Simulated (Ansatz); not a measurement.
# B2GeH7N: the cost of one run

Method: RKS r2SCAN/def2-SVP, in Ansatz 0.2.0.

**1. Starting point**

Bond lengths: B1–Ge2 1.960 Å, Ge2–B3 1.988 Å, B3–N4 1.599 Å, B1–H5 1.232 Å, B1–H6 1.211 Å, Ge2–H7 1.546 Å, Ge2–H8 1.509 Å, B3–H9 1.243 Å, N4–H10 1.064 Å, N4–H11 1.015 Å. Angles (14 of 15 angles, heavy atoms first): B1–Ge2–B3 108.0°, Ge2–B3–N4 122.8°, B1–Ge2–H7 110.0°, B1–Ge2–H8 110.6°, B3–Ge2–H7 108.3°, B3–Ge2–H8 108.7°, Ge2–B1–H5 121.0°, Ge2–B1–H6 123.6°, Ge2–B3–H9 121.3°, N4–B3–H9 115.9°, B3–N4–H10 100.9°, B3–N4–H11 102.4°, H7–Ge2–H8 111.0°, H5–B1–H6 115.3°.

Coordinates:

```xyz
11

B    -1.4802    1.5197   -0.1990
Ge   -0.8725   -0.3414   -0.1040
B     0.9170   -0.3604    0.7610
N     2.2320   -0.8852    0.0183
H    -1.7560    2.0439   -1.2798
H    -1.6734    2.2111    0.7759
H    -0.7308   -0.9261   -1.5283
H    -1.8211   -1.1689    0.7281
H     1.0796    0.0663    1.9168
H     1.9392   -1.8772   -0.2317
H     2.2314   -0.3387   -0.8368
```

**2. End point A**

Input file input.yaml:

```yaml
crystal:
  periodic: [false, false, false]
  atoms:
    - { symbol: B, position_ang: [-1.4802, 1.5197, -0.199] }
    - { symbol: Ge, position_ang: [-0.8725, -0.3414, -0.104] }
    - { symbol: B, position_ang: [0.917, -0.3604, 0.761] }
    - { symbol: "N", position_ang: [2.232, -0.8852, 0.0183] }
    - { symbol: H, position_ang: [-1.756, 2.0439, -1.2798] }
    - { symbol: H, position_ang: [-1.6734, 2.2111, 0.7759] }
    - { symbol: H, position_ang: [-0.7308, -0.9261, -1.5283] }
    - { symbol: H, position_ang: [-1.8211, -1.1689, 0.7281] }
    - { symbol: H, position_ang: [1.0796, 0.0663, 1.9168] }
    - { symbol: H, position_ang: [1.9392, -1.8772, -0.2317] }
    - { symbol: H, position_ang: [2.2314, -0.3387, -0.8368] }
basis:
  gaussian: { orbitals: def2-SVP }
hamiltonian:
  xc: r2scan
relax:
  f_tol: 0.02
  max_steps: 50
```

On the command line:

```
$ ansatz run input.yaml --threads 2 --pin off --max-ram 3072MiB --backend cpu --events-out ev --progress --plain --runs-dir out
```

Q: Estimate wall time and peak memory on 2 threads of Intel Xeon at 2.80GHz (Skylake/Cascade Lake), shared host.

About 37 s, with a peak of 0.19 GiB.
